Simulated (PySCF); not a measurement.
# C5H10InN (InEt2(CN)): the cost of one run

Computed with PySCF 2.14.0 and routines of our own; the level stands in each step. Atoms count from 0.

### 1 The starting structure

17 atoms, charge 0, multiplicity 1; geometry from: GFN2-xTB.

### 2 Geometry optimisation at PBE0-D3(BJ)/def2-SVP

The job: settings as JSON, then the geometry in Å.

```
{"job": {"xc": "PBE0", "basis": "def2-SVP", "d3": "d3bj", "grid": 1, "maxiter": 30, "shake": 0.03, "kind": "geom"}, "charge": 0, "multiplicity": 1}
In    -0.193480    -0.572580    -0.016940
C      1.997920    -0.737440    -0.032360
C      2.501720    -0.817680     1.367120
H      2.529800     0.151270    -0.555300
H      2.257870    -1.643190    -0.624400
H      3.638430    -0.889810     1.370040
H      2.338730     0.078500     1.966650
H      2.201980    -1.661870     1.899930
C     -1.594350     1.366030     0.114010
C     -2.109960     1.713860    -1.299250
H     -1.023790     2.155660     0.508660
H     -2.405930     1.138450     0.747820
H     -2.833470     2.630580    -1.303060
H     -1.325710     1.960310    -1.983860
H     -2.693110     0.870120    -1.760630
C     -1.375590    -2.369030    -0.127310
N     -1.939600    -3.373770    -0.210870
```

The run is started by

```sh
$ OMP_NUM_THREADS=1 python heavy_run.py task.json out
```

The driver reads the jobs from task.json and runs them one after another.

Q: Estimate the wall time and peak memory of this first job on 1 thread of Arm Neoverse V1, shared host.

About 5.6 min, with a peak of 0.7 GiB.
